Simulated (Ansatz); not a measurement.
Debugging harmonic frequencies at the relaxed geometry of CH₃GeNO, SMILES N=[C]1[O][GeH2]1 (Ansatz 0.2.0, Python API).

`ch3geno.xyz`
```text
7

N    -1.87647   -2.83871   -0.70731
C    -0.17064   -1.39970    0.18632
O     2.16956   -1.24871    1.73380
Ge    1.37154    1.64064    0.47280
H    -3.36234   -1.93354   -1.87591
H    -0.47318    3.29658    2.19885
H     2.45699    2.35457   -2.09492
```

`freq.py`
```python
"""Vibrations of CH3GeNO."""

import ansatz as az
from ase import Atoms
from ase.thermochemistry import IdealGasThermo
import numpy as np

mol = az.Crystal.molecule_from_extxyz("ch3geno.xyz")

setup = mol.calculation()
setup = setup.basis(gaussian="def2-SVP")
setup = setup.functional("cam_b3lyp")
symbols = [site.symbol for site in mol.cartesian_sites]
start = np.array([site.position_ang for site in mol.cartesian_sites], dtype=float)
def progress(event):
    if event["event"] == "relax_step":
        row = event["data"]
        print(f"step {row['step']:3d}  E = {row['lagrangian_ev']:.6f} eV  max force {row['allowed_force_max_ev_ang']:.4f} eV/A")


summary = setup.relax(force_tolerance=0.003, max_steps=30).session().plan().execute(on_event=progress).report
end = np.array(summary["positions_ang"])

print("final positions (A) and the move of each atom")
for symbol, xyz, old in zip(symbols, end, start):
    print(f"{symbol:2s} {xyz[0]:10.5f} {xyz[1]:10.5f} {xyz[2]:10.5f}   {np.linalg.norm(xyz - old):7.4f}")

# same settings at the minimum
minimum = az.Crystal.molecule()
for symbol, xyz in zip(symbols, end):
    minimum = minimum.atom(symbol, xyz.tolist())
vibrating = (
    minimum.calculation()
    .basis(gaussian="def2-SVP")
    .functional("cam_b3lyp")
    .phonons(temperatures=(100, 500, 100))
)
vib = vibrating.run(threads=1, pin="off").report["vibrations"]
sums = vib["harmonic_sums"]
modes = [m["omega_inv_cm"] for m in sums["modes_at_gamma"] if m["rigid_motion"] == "no"]
for number, w in enumerate(modes, start=1):
    print(f"mode {number:2d} {w:9.1f} 1/cm {w / 8065.544 * 1000:8.2f} meV")
print("imaginary modes:", sum(w < 0 for w in modes), " zero-point energy:", round(sums["zero_point_energy_ev"], 4), "eV")
# rigid rotor and ideal gas, symmetry number taken as one
gas = IdealGasThermo(vib_energies=[w / 8065.544 for w in modes if w > 0], geometry="linear" if len(modes) == 3 * len(symbols) - 5 else "nonlinear",
                     atoms=Atoms(symbols, positions=end), symmetrynumber=1, spin=0.0)
print(f"H(298 K) - E = {gas.get_enthalpy(298.15, verbose=False):.4f} eV")
print(f"S(298 K, 1 bar) = {96485.33 * gas.get_entropy(298.15, 1e5, verbose=False):.1f} J/(mol K) with symmetry number 1")
```

```console
$ python freq.py
step   1  E = -61099.339931 eV  max force 3.3758 eV/A
step   2  E = -61102.532931 eV  max force 5.7389 eV/A
step   3  E = -61106.115925 eV  max force 8.4034 eV/A
step   4  E = -61110.561911 eV  max force 9.7229 eV/A
step   5  E = -61113.689789 eV  max force 6.4777 eV/A
step   6  E = -61116.346548 eV  max force 4.3375 eV/A
step   7  E = -61117.443711 eV  max force 5.7292 eV/A
step   8  E = -61118.854033 eV  max force 2.3341 eV/A
step   9  E = -61120.211901 eV  max force 2.3600 eV/A
step  10  E = -61121.965692 eV  max force 3.9424 eV/A
step  11  E = -61124.039644 eV  max force 5.8984 eV/A
step  12  E = -61126.291694 eV  max force 6.1659 eV/A
step  13  E = -61127.653840 eV  max force 2.6408 eV/A
step  14  E = -61128.297607 eV  max force 1.6365 eV/A
step  15  E = -61128.366953 eV  max force 0.4525 eV/A
step  16  E = -61128.297107 eV  max force 1.2311 eV/A
step  17  E = -61128.404811 eV  max force 0.3448 eV/A
step  18  E = -61128.436159 eV  max force 0.4215 eV/A
step  19  E = -61128.476319 eV  max force 0.7819 eV/A
step  20  E = -61128.554908 eV  max force 0.5477 eV/A
step  21  E = -61128.622120 eV  max force 0.5301 eV/A
step  22  E = -61128.685545 eV  max force 0.6254 eV/A
step  23  E = -61128.732331 eV  max force 0.5184 eV/A
step  24  E = -61128.829116 eV  max force 0.6124 eV/A
step  25  E = -61128.892632 eV  max force 0.5510 eV/A
step  26  E = -61128.908950 eV  max force 0.2007 eV/A
step  27  E = -61128.921011 eV  max force 0.1560 eV/A
step  28  E = -61128.925541 eV  max force 0.3961 eV/A
step  29  E = -61128.932011 eV  max force 0.3832 eV/A
step  30  E = -61128.925225 eV  max force 0.7961 eV/A
Traceback (most recent call last):
  File "freq.py", line 21, in <module>
    summary = setup.relax(force_tolerance=0.003, max_steps=30).session().plan().execute(on_event=progress).report
              ~~~~~~~~~~~~~~~~~~~~~~~~~~~~~~~~~~~~~~~~~~~~~~~~~~~~~~~~~~~~~~~~~~~~~~~~~^^^^^^^^^^^^^^^^^^^
  ...
ansatz.NonConvergedError: geometry relaxation did not converge after 30 steps: max|allowed force component| = 3.83e-1 eV/Å (threshold 3.0e-3). Raise `relax.max_steps` over both its present limit and 30, loosen `relax.f_tol`, or start from a geometry closer to equilibrium. Where this run's directory can be resumed (`checkpoint.write`), a resume goes on for up to `relax.max_steps` more
```
(Library frames cut from the traceback.)

Find the fault and give the corrected script.

The fault: lengths in bohr are read as angstrom. The cap on steps that the faulty run carried goes too. The correction:

```diff
--- before
+++ after
@@ -20,3 +20,3 @@
 
-summary = setup.relax(force_tolerance=0.003, max_steps=30).session().plan().execute(on_event=progress).report
+summary = setup.relax(force_tolerance=0.003).session().plan().execute(on_event=progress).report
 end = np.array(summary["positions_ang"])
--- ch3geno.xyz
+++ ch3geno.xyz
@@ -3,7 +3,7 @@
-N    -1.87647   -2.83871   -0.70731
-C    -0.17064   -1.39970    0.18632
-O     2.16956   -1.24871    1.73380
-Ge    1.37154    1.64064    0.47280
-H    -3.36234   -1.93354   -1.87591
-H    -0.47318    3.29658    2.19885
-H     2.45699    2.35457   -2.09492
+N    -0.99300   -1.50220   -0.37430
+C    -0.09030   -0.74070    0.09860
+O     1.14810   -0.66080    0.91750
+Ge    0.72580    0.86820    0.25020
+H    -1.77930   -1.02320   -0.99270
+H    -0.25040    1.74450    1.16360
+H     1.30020    1.24600   -1.10860
```

After the fix:

```console
$ python freq.py
step   1  E = -61128.097839 eV  max force 4.7061 eV/A
step   2  E = -61129.297136 eV  max force 2.4483 eV/A
step   3  E = -61129.815933 eV  max force 1.1414 eV/A
step   4  E = -61129.744875 eV  max force 2.4332 eV/A
step   5  E = -61129.876905 eV  max force 0.3422 eV/A
step   6  E = -61129.886704 eV  max force 0.4875 eV/A
step   7  E = -61129.907814 eV  max force 0.2558 eV/A
step   8  E = -61129.909531 eV  max force 0.1338 eV/A
step   9  E = -61129.910831 eV  max force 0.0448 eV/A
step  10  E = -61129.910963 eV  max force 0.0477 eV/A
step  11  E = -61129.911108 eV  max force 0.0164 eV/A
step  12  E = -61129.911123 eV  max force 0.0049 eV/A
step  13  E = -61129.911124 eV  max force 0.0017 eV/A
final positions (A) and the move of each atom
N    -0.99872   -1.70318   -0.32159    0.2079
C    -0.22871   -0.77882   -0.00011    0.1742
O     0.85977   -0.70388    0.72332    0.3503
Ge    0.44206    1.04129    0.05856    0.3837
H    -1.76776   -1.39280   -0.91199    0.3785
H     0.16753    1.96252    1.24691    0.4787
H     1.58693    1.50668   -0.84080    0.4710
mode  1     298.5 1/cm    37.01 meV
mode  2     326.1 1/cm    40.43 meV
mode  3     350.7 1/cm    43.49 meV
mode  4     562.1 1/cm    69.69 meV
mode  5     582.9 1/cm    72.27 meV
mode  6     628.0 1/cm    77.86 meV
mode  7     723.8 1/cm    89.74 meV
mode  8     774.4 1/cm    96.01 meV
mode  9     868.4 1/cm   107.67 meV
mode 10    1035.1 1/cm   128.34 meV
mode 11    1210.6 1/cm   150.10 meV
mode 12    1886.3 1/cm   233.87 meV
mode 13    2188.0 1/cm   271.28 meV
mode 14    2209.5 1/cm   273.94 meV
mode 15    3598.0 1/cm   446.09 meV
imaginary modes: 0  zero-point energy: 1.0689 eV
H(298 K) - E = 1.2252 eV
S(298 K, 1 bar) = 299.2 J/(mol K) with symmetry number 1
```

Total energies depend on the basis set; only differences at equal settings carry meaning. The frequencies are harmonic and unscaled, in a modest basis. The result belongs to the one conformer reached from this start, and soft torsions count as harmonic oscillators. The entropy takes a symmetry number of 1; a symmetric molecule's is lower by R ln(sigma). Wall time of the script: 100 s on 1 thread of Intel(R) Xeon(R) 6975P-C (Granite Rapids) (shared host), peak memory 0.34 GiB.

(A comment or docstring line of the script was reworded after the run, the code is as it ran; lines on the test bed's own set-up are left out of the output.)
